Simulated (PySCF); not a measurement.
**ZrF₃: rigid scans about the minimum**

Aim: map the energy of doublet ZrF₃ about its PBE0 minimum, with rigid distortions.

The runs use PySCF 2.14.0; PBE0, basis Zr def2-SVP with ECP28, F def2-SVP, scalar-relativistic core potentials, no spin–orbit coupling, density fitting.

## (1) The starting structure

4 atoms, charge 0, spin multiplicity 2.

Bond lengths: Zr1–F2 1.903 Å, Zr1–F3 1.903 Å, Zr1–F4 1.903 Å. Angles: F2–Zr1–F3 119.7°, F2–Zr1–F4 119.7°, F3–Zr1–F4 120.6°.

Coordinates in bohr (charge 0 multiplicity 2):
```
Zr    0.0018    0.0000    0.0000
F     3.5975   -0.0095    0.0000
F    -1.7727    3.1285    0.0000
F    -1.7892   -3.1191    0.0000
```

## (2) Density, ELF and potential

The plane holds Zr1 at (0.00, 0.00), F2 at (1.90, 0.00), F3 at (-0.94, 1.65), F4 at (-0.94, -1.65) Å. Columns run from x = -2.85 to 4.35 Å, rows from y = 4.05 (top) to -3.75 Å, in steps of 0.3 Å. Electrons inside core potentials are absent.

Density (cut at 5 e/Å³):

Ten steps from '0' (0.000 e/Å³) to '9' (5.000 e/Å³), finer at the low end (step k begins (100^(k/10) - 1)/99 of the way up):
```
0000000000000000000000000
0000000000000000000000000
0000000000000000000000000
0000000000000000000000000
0000011110000000000000000
0001234432000000000000000
0002467753100000000000000
0013699985210000000000000
0013699995310000000000000
0013699985321011110000000
0002468865432223321000000
0001245567764345653100000
0000124699996579985310000
0000024794497689997310000
0000024794497689997310000
0000124699996579985310000
0001245567764345653100000
0002468865432223321000000
0013699985321011110000000
0013699995310000000000000
0013699985210000000000000
0002467753100000000000000
0001234432000000000000000
0000011110000000000000000
0000000000000000000000000
0000000000000000000000000
0000000000000000000000000
```

ELF (0 where the density is under 0.005 e/Å³):

Ten even steps from '0' (0.00) to '9' (0.91):
```
0000000000000000000000000
0000000000000000000000000
0000000000000000000000000
0000011110000000000000000
0001234432000000000000000
0002467764200000000000000
0024789986410000000000000
0035897897520000000000000
0036998198410000000000000
0035897895100012221000000
0024789841210045554200000
0003453237982168886410000
0000111599996189998520000
0000003990097286189631000
0000003990097286189631000
0000111599996189998520000
0003453237982168886410000
0024789841210045554200000
0035897895100012221000000
0036998198410000000000000
0035897897520000000000000
0024789986410000000000000
0002467764200000000000000
0001234432000000000000000
0000011110000000000000000
0000000000000000000000000
0000000000000000000000000
```

Lowest empty orbital at -2.36 eV (sign arbitrary; one member if degenerate):

Ten even steps from '0' (-0.41 Å^-3/2) to '9' (0.03 Å^-3/2):
```
9999999999999999999999999
9999999999999999999999999
9999999999999999999999999
9999999999999999999999999
9999999999999999999999999
9999988999999999999999999
9999888899999999999999999
9999876789999999999999999
9999879889999999999999999
9999988888999999999999999
9999998877788999999999999
9999998743357899999999999
9999998510015788888999999
9999997306603688878899999
9999997306603688878899999
9999998510015788888999999
9999998743357899999999999
9999998877788999999999999
9999988888999999999999999
9999879889999999999999999
9999876789999999999999999
9999888899999999999999999
9999988999999999999999999
9999999999999999999999999
9999999999999999999999999
9999999999999999999999999
9999999999999999999999999
```

Values on the line from Zr1 (at 0) through F2 (at 1.903 Å):

```csv
distance (Å),density (e/Å³),ELF,electrostatic potential (V),spin density (e/Å³)
0.76,1.85,0.657,44.1,0.0968
0.95,0.939,0.213,23.9,0.0326
1.14,1.15,0.422,16.8,0.00779
1.33,2.67,0.809,23.8,-0.00415
1.52,6.6,0.778,70.3,-0.02
1.71,16.7,0.132,300,-0.0361
2.00,132,0.899,852,-0.0313
2.19,10.2,0.573,135,0.00257
2.38,3.99,0.873,32.9,0.00327
2.57,1.37,0.846,7.84,0.00102
2.76,0.436,0.714,1.07,7.63e-05
2.95,0.154,0.508,-0.75,-0.000107
```

Making the fields ran for 1.3 s (2 threads of Arm Neoverse V1, shared host).

## (3) Breathing scan

One driver script runs all scans and calls PySCF for each point, on a (75, 302) grid.

Launch:

```bash
$ OMP_NUM_THREADS=2 python axn.py task.json out
```

A rigid scan with PBE0: all bonds to the central atom are scaled together. Each point starts from its neighbour's orbitals, and energies count from the minimum.

```csv
scale of all bonds to the centre,energy (kJ/mol),dipole size (D),⟨S²⟩
0.88,335.0,0.02,0.75
0.92,130.5,0.02,0.75
0.96,28.7,0.03,0.75
1.00,0.0,0.03,0.75
1.04,22.5,0.03,0.75
1.08,80.1,0.04,0.75
1.14,207.7,0.04,0.75
1.22,417.0,0.05,0.75
1.35,777.9,0.05,0.76
```

The scan took 16 s.

## (4) Stretching one bond

A rigid scan with PBE0: the bond from Zr to the last atom (F) is scaled and the rest held.

| scale of one bond | energy (kJ/mol) | dipole size (D) | ⟨S²⟩ |
| --- | --- | --- | --- |
| 0.92 | 39.4 | 0.96 | 0.75 |
| 0.96 | 8.7 | 0.48 | 0.75 |
| 1.00 | 0.0 | 0.03 | 0.75 |
| 1.05 | 10.3 | 0.53 | 0.75 |
| 1.12 | 48.5 | 1.23 | 0.75 |
| 1.20 | 109.0 | 1.98 | 0.75 |
| 1.35 | 234.0 | 3.25 | 0.75 |
| 1.55 | 385.5 | 4.72 | 0.76 |
| 1.80 | 530.4 | 6.14 | 0.78 |
| 2.20 | 628.5 | 4.55 | 1.29 |

The scan took 20 s.

⟨S²⟩ grows along the scan: the determinant mixes in higher spin as the pair uncouples.

## (5) Summary of results

```
            quantity         value
all bonds 4 % longer   22.5 kJ/mol
one bond 20 % longer  109.0 kJ/mol
```

**Reading.** Shortening all bonds by 4 % costs 28.7 kJ/mol and lengthening them 22.5: the wall is steeper on the short side. Other spin states or occupations of the open shell can lie lower.
